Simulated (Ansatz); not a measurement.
# AlHF₂ + SiF₄: a complex and its separated parts, part 2 of 3

Ansatz 0.2.0, Gaussian basis. The steps go on from the part before.

## (10) B3LYP-D4/def2-TZVPP

The inputs:

parta/in.yaml

```yaml
crystal:
  periodic: [false, false, false]
  atoms:
    - {symbol: Al, position_ang: [-1.340630, -0.193678, -1.454968]}
    - {symbol: H, position_ang: [-0.216004, 0.689728, -2.076483]}
    - {symbol: F, position_ang: [-1.262932, -1.829345, -1.520293]}
    - {symbol: F, position_ang: [-2.636678, 0.484876, -0.716354]}
basis:
  gaussian: {orbitals: def2-TZVPP}
hamiltonian: {xc: {name: B3LYP}, dispersion: d4}
```

partb/in.yaml

```yaml
crystal:
  periodic: [false, false, false]
  atoms:
    - {symbol: Si, position_ang: [1.091231, 0.169684, 1.153598]}
    - {symbol: F, position_ang: [-0.261301, -0.236171, 0.486442]}
    - {symbol: F, position_ang: [2.276748, -0.438777, 0.339054]}
    - {symbol: F, position_ang: [1.132936, -0.372647, 2.617600]}
    - {symbol: F, position_ang: [1.216530, 1.726330, 1.171303]}
basis:
  gaussian: {orbitals: def2-TZVPP}
hamiltonian: {xc: {name: B3LYP}, dispersion: d4}
```

One command serves all of them, each in its own folder.

Started as:

```bash
$ ansatz run in.yaml --threads 4 --pin off --events-out ev --progress --plain --max-ram 46080MiB --backend cpu
```

Log of parta, cut to the lines that bear on the results:

```text
Functional definition: B3LYP
  name "B3LYP"
  cite "Stephens, Devlin, Chabalowski & Frisch, J. Phys. Chem. 98, 11623 (1994) doi:10.1021/j100096a001"
  cite "Becke, Phys. Rev. A 38, 3098 (1988) doi:10.1103/PhysRevA.38.3098"
  cite "Lee, Yang & Parr, Phys. Rev. B 37, 785 (1988) doi:10.1103/PhysRevB.37.785"
  cite "Vosko, Wilk & Nusair, Can. J. Phys. 58, 1200 (1980) doi:10.1139/p80-159"
[...]
664 factors; their error is unknown
[...]
mean field -12054.36779459 eV, -442.9898457074 hartree, gradient 3.2e-5 eV, S^2 0.000000; 0 other end points of the search recorded, 0 dependent functions left out
reference -12054.36799967 eV, -442.9898532438 hartree; 16, 16 occupied and 102, 102 virtual orbitals, 664 factors
Total energy: -12054.43495510 eV, -442.9923138104 hartree
```

partb printed, cut to the lines that bear on the results:

```text
Functional definition: B3LYP
  name "B3LYP"
  cite "Stephens, Devlin, Chabalowski & Frisch, J. Phys. Chem. 98, 11623 (1994) doi:10.1021/j100096a001"
  cite "Becke, Phys. Rev. A 38, 3098 (1988) doi:10.1103/PhysRevA.38.3098"
  cite "Lee, Yang & Parr, Phys. Rev. B 37, 785 (1988) doi:10.1103/PhysRevB.37.785"
  cite "Vosko, Wilk & Nusair, Can. J. Phys. 58, 1200 (1980) doi:10.1139/p80-159"
[...]
915 factors; their error is unknown
[...]
mean field -18758.37440624 eV, -689.3575445464 hartree, gradient 2.0e-5 eV, S^2 0.000000; 0 other end points of the search recorded, 0 dependent functions left out
reference -18758.37458093 eV, -689.3575509662 hartree; 25, 25 occupied and 141, 141 virtual orbitals, 915 factors
Total energy: -18758.51538944 eV, -689.3627255834 hartree
```

Wall times: 0.45 s (parta), 0.81 s (partb) on 4 threads of AMD EPYC 7R13, shared host.

## (11) r2SCAN0-D4/def2-TZVPP

The same edit goes into each in.yaml of step 10 (parta, partb):

```diff
-hamiltonian: {xc: {name: B3LYP}, dispersion: d4}
+hamiltonian: {xc: {name: r2SCAN0}, dispersion: d4}
```

Each run has its own folder and the same command.

Started as:

```bash
$ ansatz run in.yaml --threads 4 --pin off --events-out ev --progress --plain --max-ram 46080MiB --backend cpu
```

parta printed, cut to the lines that bear on the results:

```text
Functional definition: r2SCAN0
  name "r2SCAN0"
  cite "Bursch, Neugebauer, Ehlert & Grimme, J. Chem. Phys. 156, 134105 (2022) doi:10.1063/5.0086040"
  cite "Furness, Kaplan, Ning, Perdew & Sun, J. Phys. Chem. Lett. 11, 8208 (2020) doi:10.1021/acs.jpclett.0c02405"
  cite "Furness, Kaplan, Ning, Perdew & Sun, J. Phys. Chem. Lett. 11, 9248 (2020) doi:10.1021/acs.jpclett.0c03077"
  parent r2scan
[...]
671 factors; their error is unknown
[...]
mean field -12049.81450680 eV, -442.8225154673 hartree, gradient 2.2e-5 eV, S^2 0.000000; 0 other end points of the search recorded, 0 dependent functions left out
reference -12049.81451557 eV, -442.8225157894 hartree; 16, 16 occupied and 102, 102 virtual orbitals, 671 factors
Total energy: -12049.82527224 eV, -442.8229110899 hartree
```

partb printed, cut to the lines that bear on the results:

```text
Functional definition: r2SCAN0
  name "r2SCAN0"
  cite "Bursch, Neugebauer, Ehlert & Grimme, J. Chem. Phys. 156, 134105 (2022) doi:10.1063/5.0086040"
  cite "Furness, Kaplan, Ning, Perdew & Sun, J. Phys. Chem. Lett. 11, 8208 (2020) doi:10.1021/acs.jpclett.0c02405"
  cite "Furness, Kaplan, Ning, Perdew & Sun, J. Phys. Chem. Lett. 11, 9248 (2020) doi:10.1021/acs.jpclett.0c03077"
  parent r2scan
[...]
915 factors; their error is unknown
[...]
mean field -18751.41364233 eV, -689.1017411910 hartree, gradient 1.7e-5 eV, S^2 0.000000; 0 other end points of the search recorded, 0 dependent functions left out
reference -18751.41364776 eV, -689.1017413906 hartree; 25, 25 occupied and 141, 141 virtual orbitals, 915 factors
Total energy: -18751.43635095 eV, -689.1025757174 hartree
```

They took 0.75 s (parta), 1.4 s (partb) on 4 threads of AMD EPYC 7R13, shared host.

## (12) BHLYP-D4/def2-TZVPP

The same edit goes into each in.yaml of step 11 (parta, partb):

```diff
-hamiltonian: {xc: {name: r2SCAN0}, dispersion: d4}
+hamiltonian: {xc: {name: BHLYP}, dispersion: d4}
```

Each run has its own folder and the same command.

Started as:

```bash
$ ansatz run in.yaml --threads 4 --pin off --events-out ev --progress --plain --max-ram 46080MiB --backend cpu
```

Log of parta, cut to the lines that bear on the results:

```text
Functional definition: BHLYP
  name "BHLYP"
  cite "Becke, J. Chem. Phys. 98, 1372 (1993) doi:10.1063/1.464304"
  cite "Becke, Phys. Rev. A 38, 3098 (1988) doi:10.1103/PhysRevA.38.3098"
  cite "Lee, Yang & Parr, Phys. Rev. B 37, 785 (1988) doi:10.1103/PhysRevB.37.785"
[...]
714 factors; their error is unknown
[...]
mean field -12051.85110779 eV, -442.8973591731 hartree, gradient 7.5e-5 eV, S^2 0.000000; 0 other end points of the search recorded, 0 dependent functions left out
reference -12051.85124308 eV, -442.8973641450 hartree; 16, 16 occupied and 102, 102 virtual orbitals, 714 factors
Total energy: -12051.90274930 eV, -442.8992569636 hartree
```

partb printed, cut to the lines that bear on the results:

```text
Functional definition: BHLYP
  name "BHLYP"
  cite "Becke, J. Chem. Phys. 98, 1372 (1993) doi:10.1063/1.464304"
  cite "Becke, Phys. Rev. A 38, 3098 (1988) doi:10.1103/PhysRevA.38.3098"
  cite "Lee, Yang & Parr, Phys. Rev. B 37, 785 (1988) doi:10.1103/PhysRevB.37.785"
[...]
1010 factors; their error is unknown
[...]
mean field -18754.28649897 eV, -689.2073167252 hartree, gradient 5.6e-5 eV, S^2 0.000000; 0 other end points of the search recorded, 0 dependent functions left out
reference -18754.28661031 eV, -689.2073208167 hartree; 25, 25 occupied and 141, 141 virtual orbitals, 1010 factors
Total energy: -18754.38848640 eV, -689.2110646941 hartree
```

They took 0.4 s (parta), 0.9 s (partb) on 4 threads of AMD EPYC 7R13, shared host.

## (13) CAM-B3LYP-D4/def2-TZVPP

Each input of step 12 (parta, partb) changes in the same lines:

```diff
-hamiltonian: {xc: {name: BHLYP}, dispersion: d4}
+hamiltonian: {xc: {name: CAM-B3LYP}, dispersion: d4}
```

The same command starts each run, in its folder.

Started as:

```bash
$ ansatz run in.yaml --threads 4 --pin off --events-out ev --progress --plain --max-ram 46080MiB --backend cpu
```

Output in parta, cut to the lines that bear on the results:

```text
Functional definition: CAM-B3LYP
  name "CAM-B3LYP"
  cite "Yanai, Tew & Handy, Chem. Phys. Lett. 393, 51 (2004) doi:10.1016/j.cplett.2004.06.011"
  cite "Iikura, Tsuneda, Yanai & Hirao, J. Chem. Phys. 115, 3540 (2001) doi:10.1063/1.1383587"
  cite "Becke, Phys. Rev. A 38, 3098 (1988) doi:10.1103/PhysRevA.38.3098"
  cite "Lee, Yang & Parr, Phys. Rev. B 37, 785 (1988) doi:10.1103/PhysRevB.37.785"
[...]
  # Exact exchange under (alpha + beta erf(omega r))/r, Becke's under what is left of 1/r.
[...]
659 factors; their error is unknown
147 factors; integrals over basis functions are off by at most 1.4e-5 eV
[...]
mean field -12052.73740830 eV, -442.9299301160 hartree, gradient 5.2e-5 eV, S^2 0.000000; 0 other end points of the search recorded, 0 dependent functions left out
reference -12052.73750840 eV, -442.9299337949 hartree; 16, 16 occupied and 102, 102 virtual orbitals, 659 factors
Total energy: -12052.77172939 eV, -442.9311913931 hartree
```

Output in partb, cut to the lines that bear on the results:

```text
Functional definition: CAM-B3LYP
  name "CAM-B3LYP"
  cite "Yanai, Tew & Handy, Chem. Phys. Lett. 393, 51 (2004) doi:10.1016/j.cplett.2004.06.011"
  cite "Iikura, Tsuneda, Yanai & Hirao, J. Chem. Phys. 115, 3540 (2001) doi:10.1063/1.1383587"
  cite "Becke, Phys. Rev. A 38, 3098 (1988) doi:10.1103/PhysRevA.38.3098"
  cite "Lee, Yang & Parr, Phys. Rev. B 37, 785 (1988) doi:10.1103/PhysRevB.37.785"
[...]
  # Exact exchange under (alpha + beta erf(omega r))/r, Becke's under what is left of 1/r.
[...]
915 factors; their error is unknown
171 factors; integrals over basis functions are off by at most 3.9e-6 eV
[...]
mean field -18755.95404995 eV, -689.2685980935 hartree, gradient 6.5e-5 eV, S^2 0.000000; 0 other end points of the search recorded, 0 dependent functions left out
reference -18755.95413487 eV, -689.2686012141 hartree; 25, 25 occupied and 141, 141 virtual orbitals, 915 factors
Total energy: -18756.02511958 eV, -689.2712098543 hartree
```

Wall times: 0.45 s (parta), 0.91 s (partb) on 4 threads of AMD EPYC 7R13, shared host.

## (14) wB97X-V/def2-TZVPP

Each input of step 13 (parta, partb) changes in the same lines:

```diff
-hamiltonian: {xc: {name: CAM-B3LYP}, dispersion: d4}
+hamiltonian: {xc: {name: wB97X-V}}
```

The same command starts each run, in its folder.

Started as:

```bash
$ ansatz run in.yaml --threads 4 --pin off --events-out ev --progress --plain --max-ram 46080MiB --backend cpu
```

Output in parta, cut to the lines that bear on the results:

```text
Functional definition: wB97X-V
  name "wB97X-V"
  cite "Mardirossian & Head-Gordon, Phys. Chem. Chem. Phys. 16, 9904 (2014) doi:10.1039/C3CP54374A"
  cite "Becke, J. Chem. Phys. 107, 8554 (1997) doi:10.1063/1.475007"
  cite "Vydrov & Van Voorhis, J. Chem. Phys. 133, 244103 (2010) doi:10.1063/1.3521275"
[...]
      + integral(e_c_pw_opposite_spin*poly(b97_u_opposite, cos0, cos1)) + vv10(b, c)
659 factors; their error is unknown
138 factors; integrals over basis functions are off by at most 2.1e-5 eV
[...]
mean field -12050.66498884 eV, -442.8537701059 hartree, gradient 4.2e-5 eV, S^2 0.000000; 0 other end points of the search recorded, 0 dependent functions left out
reference -12050.66498705 eV, -442.8537700398 hartree; 16, 16 occupied and 102, 102 virtual orbitals, 659 factors
Total energy: -12050.66498705 eV, -442.8537700398 hartree
```

partb printed, cut to the lines that bear on the results:

```text
Functional definition: wB97X-V
  name "wB97X-V"
  cite "Mardirossian & Head-Gordon, Phys. Chem. Chem. Phys. 16, 9904 (2014) doi:10.1039/C3CP54374A"
  cite "Becke, J. Chem. Phys. 107, 8554 (1997) doi:10.1063/1.475007"
  cite "Vydrov & Van Voorhis, J. Chem. Phys. 133, 244103 (2010) doi:10.1063/1.3521275"
[...]
      + integral(e_c_pw_opposite_spin*poly(b97_u_opposite, cos0, cos1)) + vv10(b, c)
915 factors; their error is unknown
160 factors; integrals over basis functions are off by at most 2.9e-6 eV
[...]
mean field -18752.91103398 eV, -689.1567693193 hartree, gradient 1.3e-5 eV, S^2 0.000000; 0 other end points of the search recorded, 0 dependent functions left out
reference -18752.91103267 eV, -689.1567692711 hartree; 25, 25 occupied and 141, 141 virtual orbitals, 915 factors
Total energy: -18752.91103267 eV, -689.1567692711 hartree
```

They took 1 s (parta), 2 s (partb) on 4 threads of AMD EPYC 7R13, shared host.

## (15) wB97M-V/def2-TZVPP

The same edit goes into each in.yaml of step 14 (parta, partb):

```diff
-hamiltonian: {xc: {name: wB97X-V}}
+hamiltonian: {xc: {name: wB97M-V}}
```

Each run has its own folder and the same command.

Started as:

```bash
$ ansatz run in.yaml --threads 4 --pin off --events-out ev --progress --plain --max-ram 46080MiB --backend cpu
```

Output in parta, cut to the lines that bear on the results:

```text
Functional definition: wB97M-V
  name "wB97M-V"
  cite "Mardirossian & Head-Gordon, J. Chem. Phys. 144, 214110 (2016) doi:10.1063/1.4952647"
  cite "Becke, J. Chem. Phys. 107, 8554 (1997) doi:10.1063/1.475007"
  cite "Vydrov & Van Voorhis, J. Chem. Phys. 133, 244103 (2010) doi:10.1063/1.3521275"
  # Of w^i u^j: cxij and so on, Table III.
[...]
  gx(w, u) = 1 - cx + cx01*u + cx10*w
[...]
      + integral(e_c_pw_mod_opposite_spin*gos(b97_w_opposite, b97_u_opposite)) + vv10(b, c)
643 factors; their error is unknown
138 factors; integrals over basis functions are off by at most 2.1e-5 eV
[...]
mean field -12051.91909577 eV, -442.8998576854 hartree, gradient 1.9e-5 eV, S^2 0.000000; 0 other end points of the search recorded, 0 dependent functions left out
reference -12051.91913984 eV, -442.8998593050 hartree; 16, 16 occupied and 102, 102 virtual orbitals, 643 factors
Total energy: -12051.91913984 eV, -442.8998593050 hartree
```

Log of partb, cut to the lines that bear on the results:

```text
Functional definition: wB97M-V
  name "wB97M-V"
  cite "Mardirossian & Head-Gordon, J. Chem. Phys. 144, 214110 (2016) doi:10.1063/1.4952647"
  cite "Becke, J. Chem. Phys. 107, 8554 (1997) doi:10.1063/1.475007"
  cite "Vydrov & Van Voorhis, J. Chem. Phys. 133, 244103 (2010) doi:10.1063/1.3521275"
  # Of w^i u^j: cxij and so on, Table III.
[...]
  gx(w, u) = 1 - cx + cx01*u + cx10*w
[...]
      + integral(e_c_pw_mod_opposite_spin*gos(b97_w_opposite, b97_u_opposite)) + vv10(b, c)
915 factors; their error is unknown
160 factors; integrals over basis functions are off by at most 2.9e-6 eV
[...]
mean field -18755.11109705 eV, -689.2376201456 hartree, gradient 5.7e-6 eV, S^2 0.000000; 0 other end points of the search recorded, 0 dependent functions left out
reference -18755.11112969 eV, -689.2376213453 hartree; 25, 25 occupied and 141, 141 virtual orbitals, 915 factors
Total energy: -18755.11112969 eV, -689.2376213453 hartree
```

They took 1.1 s (parta), 2.3 s (partb) on 4 threads of AMD EPYC 7R13, shared host.

## (16) B2PLYP/def2-TZVPP

Each input of step 15 (parta, partb) changes in the same lines:

```diff
-hamiltonian: {xc: {name: wB97M-V}}
+hamiltonian: {xc: {name: B2PLYP}}
```

The same command starts each run, in its folder.

Started as:

```bash
$ ansatz run in.yaml --threads 4 --pin off --events-out ev --progress --plain --max-ram 46080MiB --backend cpu
```

Log of parta, cut to the lines that bear on the results:

```text
Functional definition: B2PLYP
  name "B2PLYP"
  cite "Grimme, J. Chem. Phys. 124, 034108 (2006) doi:10.1063/1.2148954"
  cite "Becke, Phys. Rev. A 38, 3098 (1988) doi:10.1103/PhysRevA.38.3098"
  cite "Lee, Yang & Parr, Phys. Rev. B 37, 785 (1988) doi:10.1103/PhysRevB.37.785"
[...]
742 factors; integrals over basis functions are off by at most 1.1e-3 eV
[...]
mean field -12042.74778074 eV, -442.5628180744 hartree, gradient 2.0e-6 eV, S^2 0.000000; 0 other end points of the search recorded, 0 dependent functions left out
7 core orbitals not correlated: weight in the atoms' cores, before any rotation towards them, 1.000 or more for the frozen orbitals, at most 0.000 for the correlated occupied ones
reference -12042.74790719 eV, -442.5628227217 hartree; 9, 9 occupied and 102, 102 virtual orbitals, 742 factors
second order -18.75306883 eV of doubles, -0.00000000 eV of singles
Total energy: -12047.81123578 eV, -442.7488966151 hartree
```

Output in partb, cut to the lines that bear on the results:

```text
Functional definition: B2PLYP
  name "B2PLYP"
  cite "Grimme, J. Chem. Phys. 124, 034108 (2006) doi:10.1063/1.2148954"
  cite "Becke, Phys. Rev. A 38, 3098 (1988) doi:10.1103/PhysRevA.38.3098"
  cite "Lee, Yang & Parr, Phys. Rev. B 37, 785 (1988) doi:10.1103/PhysRevB.37.785"
[...]
1077 factors; integrals over basis functions are off by at most 5.1e-4 eV
[...]
mean field -18739.76922654 eV, -688.6738168035 hartree, gradient 6.4e-7 eV, S^2 0.000000; 0 other end points of the search recorded, 0 dependent functions left out
9 core orbitals not correlated: weight in the atoms' cores, before any rotation towards them, 1.000 or more for the frozen orbitals, at most 0.000 for the correlated occupied ones
reference -18739.76933043 eV, -688.6738206214 hartree; 16, 16 occupied and 141, 141 virtual orbitals, 1077 factors
second order -35.33836514 eV of doubles, -0.00000000 eV of singles
Total energy: -18749.31068902 eV, -689.0244590821 hartree
```

They took 0.71 s (parta), 1.6 s (partb) on 4 threads of AMD EPYC 7R13, shared host.

## (17) PBE-QIDH/def2-TZVPP

The same edit goes into each in.yaml of step 16 (parta, partb):

```diff
-hamiltonian: {xc: {name: B2PLYP}}
+hamiltonian: {xc: {name: PBE-QIDH}}
```

Each run has its own folder and the same command.

Started as:

```bash
$ ansatz run in.yaml --threads 4 --pin off --events-out ev --progress --plain --max-ram 46080MiB --backend cpu
```

parta printed, cut to the lines that bear on the results:

```text
Functional definition: PBE-QIDH
  name "PBE-QIDH"
  cite "Brémond, Sancho-García, Pérez-Jiménez & Adamo, J. Chem. Phys. 141, 031101 (2014) doi:10.1063/1.4890314"
  cite "Perdew, Burke & Ernzerhof, Phys. Rev. Lett. 77, 3865 (1996) doi:10.1103/PhysRevLett.77.3865"
[...]
742 factors; integrals over basis functions are off by at most 1.1e-3 eV
[...]
mean field -12036.51874667 eV, -442.3339052946 hartree, gradient 5.5e-6 eV, S^2 0.000000; 0 other end points of the search recorded, 0 dependent functions left out
7 core orbitals not correlated: weight in the atoms' cores, before any rotation towards them, 1.000 or more for the frozen orbitals, at most 0.000 for the correlated occupied ones
reference -12036.51875684 eV, -442.3339056685 hartree; 9, 9 occupied and 102, 102 virtual orbitals, 742 factors
second order -17.50348636 eV of doubles, -0.00000000 eV of singles
Total energy: -12042.35325229 eV, -442.5483194216 hartree
```

Log of partb, cut to the lines that bear on the results:

```text
Functional definition: PBE-QIDH
  name "PBE-QIDH"
  cite "Brémond, Sancho-García, Pérez-Jiménez & Adamo, J. Chem. Phys. 141, 031101 (2014) doi:10.1063/1.4890314"
  cite "Perdew, Burke & Ernzerhof, Phys. Rev. Lett. 77, 3865 (1996) doi:10.1103/PhysRevLett.77.3865"
[...]
1077 factors; integrals over basis functions are off by at most 5.1e-4 eV
[...]
mean field -18729.93577050 eV, -688.3124439594 hartree, gradient 1.4e-6 eV, S^2 0.000000; 0 other end points of the search recorded, 0 dependent functions left out
9 core orbitals not correlated: weight in the atoms' cores, before any rotation towards them, 1.000 or more for the frozen orbitals, at most 0.000 for the correlated occupied ones
reference -18729.93577699 eV, -688.3124441981 hartree; 16, 16 occupied and 141, 141 virtual orbitals, 1077 factors
second order -33.11267756 eV of doubles, -0.00000000 eV of singles
Total energy: -18740.97333618 eV, -688.7180670166 hartree
```

They took 0.7 s (parta), 1.6 s (partb) on 4 threads of AMD EPYC 7R13, shared host.

[end of part 2 of 3]
